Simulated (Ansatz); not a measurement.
# Be5ZnSe6: the cost of one run

Computed with Ansatz 0.2.0 (DFT PBE, scalar-relativistic, plane waves, PAW, unless a step's input says otherwise).

### Step 1. The structure to begin with

Symmetry: P31m, No. 157, trigonal system. Conventional cell: a = 6.435 Å, b = 6.435 Å, c = 6.118 Å, α = 90.00°, β = 90.00°, γ = 120.00°. Around Be (site symmetry m) lie 4 Se at 2.25 to 2.27 Å. Be (site symmetry 3) is surrounded by 4 Se at 2.22 to 2.27 Å. Around Zn (site symmetry 3m) lie 4 Se at 2.45 Å. Se (site symmetry m) has 3 Be at 2.22 to 2.25 Å and 1 Zn at 2.45 Å in its first shell of neighbours. Se (site symmetry 3m) is surrounded by 3 Be at 2.27 Å and 1 Zn at 2.45 Å. Se (site symmetry 3) has 4 Be at 2.27 Å in its first shell of neighbours.

Coordinates:

```cif
data_structure
_symmetry_space_group_name_H-M 'P31m'
_symmetry_Int_Tables_number 157
_cell_length_a 6.4350
_cell_length_b 6.4350
_cell_length_c 6.1184
_cell_angle_alpha 90.000
_cell_angle_beta 90.000
_cell_angle_gamma 120.000
_cell_volume 219.42
loop_
_atom_site_label
_atom_site_type_symbol
_atom_site_symmetry_multiplicity
_atom_site_Wyckoff_symbol
_atom_site_fract_x
_atom_site_fract_y
_atom_site_fract_z
_atom_site_occupancy
Be1 Be 3 c 0.66003 0.00000 0.00543 1
Be2 Be 2 b 0.66667 0.33333 0.50460 1
Zn1 Zn 1 a 0.00000 0.00000 0.50764 1
Se1 Se 3 c 0.64182 0.00000 0.37294 1
Se2 Se 1 a 0.00000 0.00000 0.90811 1
Se3 Se 2 b 0.66667 0.33333 0.87497 1
```

The start is the relaxed end of an invented cell (made as: elements ordered on the sites of the ZnSe type, Be/Zn on Zn (P31m, No. 157)), taken up again for a closer look.

### Step 2. A first look at the guess

input.yaml reads:

```yaml
crystal:
  lattice:
    - [6.4350307, 0.0, 0.0]
    - [-3.2175153, 5.5729001, 0.0]
    - [0.0, 0.0, 6.118426]
  atoms:
    - { symbol: Be, position: [0.660031, 0.0, 0.005428] }
    - { symbol: Be, position: [0.339969, 0.339969, 0.005428] }
    - { symbol: Be, position: [0.0, 0.660031, 0.005428] }
    - { symbol: Be, position: [0.6666667, 0.3333333, 0.504605] }
    - { symbol: Be, position: [0.3333333, 0.6666667, 0.504605] }
    - { symbol: Zn, position: [0.0, 0.0, 0.507637] }
    - { symbol: Se, position: [0.641819, 0.0, 0.372942] }
    - { symbol: Se, position: [0.358181, 0.358181, 0.372942] }
    - { symbol: Se, position: [0.0, 0.641819, 0.372942] }
    - { symbol: Se, position: [0.0, 0.0, 0.908105] }
    - { symbol: Se, position: [0.6666667, 0.3333333, 0.874969] }
    - { symbol: Se, position: [0.3333333, 0.6666667, 0.874969] }
basis:
  ecutwfc: 420
kpoints:
  mp_grid: { grid: [3, 3, 4] }
hamiltonian:
  xc: pbe
scf:
  occupations: { method: gaussian, width: 0.1 }
  lower_state_search: "off"
output:
  forces: true
  stress: true
  eigenvalues: true
```

Launch:

```console
$ ansatz run input.yaml --threads 4 --pin off --max-ram 8192MiB --backend cpu --events-out ev --progress --plain --runs-dir out
```

Q: Estimate wall time and peak memory on 4 threads of Arm Neoverse V2, shared host.

About 3.2 s, with a peak of 0.64 GiB.
